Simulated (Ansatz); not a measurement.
HfB:

```
Hf B
1.0
     0.00000    2.31000    2.31000
     2.31000    0.00000    2.31000
     2.31000    2.31000    0.00000
Hf B
1 1
Direct
  0.50000 0.50000 0.50000
  0.00000 0.00000 0.00000
```

Base run:

- Program: Ansatz 0.2.0
- Functional: PBEsol
- Potentials or basis: Ansatz PAW
- Cutoff: 420 eV (not typed: the program's choice for these potentials)
- k mesh: 10 × 10 × 10
- Occupations: fermi-dirac, width 0.05 eV
- Spin: spin-orbit coupling, no magnetisation

Its results: band gap on the k mesh none (metal or under the smearing width); pressure 22.3 GPa.

**Question.** The run is repeated on the same cell with these changes: k mesh from 10 × 10 × 10 to 8 × 8 × 8; spin from spin-orbit coupling, no magnetisation to no spin polarisation; potential files from those of the base run to others of the same set. What comes out?

**Answer.** Band gap on the k mesh none (metal or under the smearing width); pressure 23.5 GPa.

Several settings changed at once, so the effect can't be laid on one alone.

Caveats: the PAW data sets come from PBE, with cores solved anew for the run's functional, which leaves a small shift of forces and pressure; so large a pressure means that the cell lies far from this level's equilibrium, or that cutoff or potentials fall short (some runs).
